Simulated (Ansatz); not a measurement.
Working through a rigid scan of one bond length of C₂H₅GeN, SMILES [NH2][GeH]1[CH]=[CH]1

Program: Ansatz 0.2.0 through its Python package.

Interactive session:
```pycon
>>> import ansatz as az
>>> import numpy as np
>>> config = {
...     "basis_set": "def2-SVP",
...     "xc": "r2scan",
... }
>>> geometry_ang = [
...     ("N", (-0.9788, 1.0193, -0.8499)),
...     ("Ge", (0.4469, -0.0114, -0.4878)),
...     ("C", (0.0051, -1.6041, 0.2574)),
...     ("C", (0.4054, -0.549, 1.2352)),
...     ("H", (-0.8629, 1.4706, -1.8245)),
...     ("H", (-1.0054, 1.8712, -0.1815)),
...     ("H", (1.8826, 0.6389, -0.5885)),
...     ("H", (-0.2152, -2.6194, 0.0969)),
...     ("H", (0.4109, -0.2624, 2.3256)),
... ]
>>> geometry = az.Crystal.molecule()
>>> for symbol, xyz in geometry_ang:
...     geometry = geometry.atom(symbol, xyz)
...
>>> symbols = [site.symbol for site in geometry.cartesian_sites]
>>> start = np.array([site.position_ang for site in geometry.cartesian_sites])
>>> axis = (start[5] - start[0]) / np.linalg.norm(start[5] - start[0])
>>> moving = [5]
>>> lengths, energies = [0.953, 0.996, 1.04, 1.083, 1.126, 1.17, 1.213, 1.278], []
>>> for length in lengths:
...     xyz = start.copy()
...     xyz[moving] += (length - np.linalg.norm(start[5] - start[0])) * axis
...     point = az.Crystal.molecule()
...     for symbol, place in zip(symbols, xyz):
...         point = point.atom(symbol, place.tolist())
...     calculation = (
...         point.calculation()
...         .basis(gaussian=config["basis_set"])
...         .functional(config["xc"])
...     )
...     rep = calculation.run(threads=1).report
...     energies.append(rep["free_energy_ev"])
...     print(f"r = {length:6.3f} A  E = {energies[-1]:.5f} eV  <S^2> = {abs(rep['mean_field']['state']['spin_squared']):.3f}")
...
r =  0.953 A  E = -60147.58171 eV  <S^2> = 0.000
r =  0.996 A  E = -60147.68942 eV  <S^2> = 0.000
r =  1.040 A  E = -60147.70114 eV  <S^2> = 0.000
r =  1.083 A  E = -60147.63984 eV  <S^2> = 0.000
r =  1.126 A  E = -60147.52473 eV  <S^2> = 0.000
r =  1.170 A  E = -60147.36588 eV  <S^2> = 0.000
r =  1.213 A  E = -60147.18170 eV  <S^2> = 0.000
r =  1.278 A  E = -60146.86755 eV  <S^2> = 0.000
>>> # quartic fit about the minimum
>>> fit = np.polynomial.Polynomial.fit(lengths, np.array(energies) - min(energies), 4).convert()
>>> roots = [r.real for r in fit.deriv().roots() if abs(r.imag) < 1e-9 and fit.deriv(2)(r.real) > 0]
>>> r_e = min(roots, key=lambda r: abs(r - lengths[int(np.argmin(energies))]))
>>> print(f"minimum of the fit at {r_e:.4f} A, force constant {fit.deriv(2)(r_e):.2f} eV/A^2")
minimum of the fit at 1.0238 A, force constant 43.11 eV/A^2
```

Notes:
- Total energies depend on the basis set; only differences at equal settings carry meaning.
- The rest of the molecule is held rigid at a force-field or estimated start geometry, and the basis set is modest; single-reference methods fail as a bond breaks.
- The orbitals are restricted, so S² is zero by construction.
- Hardware and time: 37 s on 1 thread of Arm Neoverse V2 (shared host), peak memory 0.22 GiB.
